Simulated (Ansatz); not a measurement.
# LiAuS2: the cost of one run

Program: Ansatz 0.2.0. Level of theory: DFT PBE, scalar-relativistic, plane waves, PAW. These are calculated values, not measurements.

The COD entry's cell or inner coordinates are ideal or old and differ from later refinements, so a difference from it is no clean test against experiment.

3 further runs of the same task are left out: 3 set aside as unsound or not needed. Runs told in other sessions of the task aren't counted.

**1. The structure to begin with**

The structure is tetragonal, space group I4/mcm (No. 140). The conventional cell has a = 7.398 Å, b = 7.398 Å, c = 5.755 Å, α = 90.00°, β = 90.00°, γ = 90.00°. Li (site symmetry 422) is surrounded by 2 Li at 2.88 Å and 8 S at 3.11 Å. S (site symmetry m2m) has 2 Au at 2.26 Å and 4 Li at 3.11 Å in its first shell of neighbours. Around Au (site symmetry -42m) lie 4 S at 2.26 Å.

Structure file:

```
Li S Au
1.0
    -3.69908    3.69908    2.87747
     3.69908   -3.69908    2.87747
     3.69908    3.69908   -2.87747
Li S Au
2 4 2
Direct
  0.75000 0.75000 0.00000
  0.25000 0.25000 0.00000
  0.16670 0.66670 0.83340
  0.66670 0.83330 0.50000
  0.83330 0.33330 0.16660
  0.33330 0.16670 0.50000
  0.25000 0.75000 0.50000
  0.75000 0.25000 0.50000
```

This is candidate A: AlTlSe2 type (I4/mcm, No. 140).

(A quick probe on a coarse mesh, which set the mesh and smearing, is not shown.)

**3. Rough relaxation on the coarse mesh (candidate A)**

input.yaml

```yaml
crystal:
  lattice:
    - [-3.699080215, 3.699080215, 2.8774667765]
    - [3.699080215, -3.699080215, 2.8774667765]
    - [3.699080215, 3.699080215, -2.8774667765]
  atoms:
    - { symbol: Li, position: [0.75, 0.75, 0.0] }
    - { symbol: Li, position: [0.25, 0.25, 0.0] }
    - { symbol: S, position: [0.1667, 0.6667, 0.8334] }
    - { symbol: S, position: [0.6667, 0.8333, 0.5] }
    - { symbol: S, position: [0.8333, 0.3333, 0.1666] }
    - { symbol: S, position: [0.3333, 0.1667, 0.5] }
    - { symbol: Au, position: [0.25, 0.75, 0.5] }
    - { symbol: Au, position: [0.75, 0.25, 0.5] }
basis:
  ecutwfc: 420
kpoints:
  mp_grid: { grid: [4, 4, 4] }
hamiltonian:
  xc: pbe
scf:
  occupations: { method: gaussian, width: 0.1 }
  lower_state_search: "off"
output:
  forces: true
  stress: true
  eigenvalues: true
relax:
  adjacent_minimum: "off"
  f_tol: 0.04
  max_steps: 70
  cell: { stress_tol: 0.4 }
```

The run is started by

```sh
$ ansatz run input.yaml --threads 1 --pin off --max-ram 2560MiB --backend cpu --events-out ev --progress --plain --runs-dir out
```

**Question.** How long does this run take on 1 thread of Arm Neoverse V1, shared host, and how much memory does it need?

About 73 s, with a peak of 0.43 GiB.
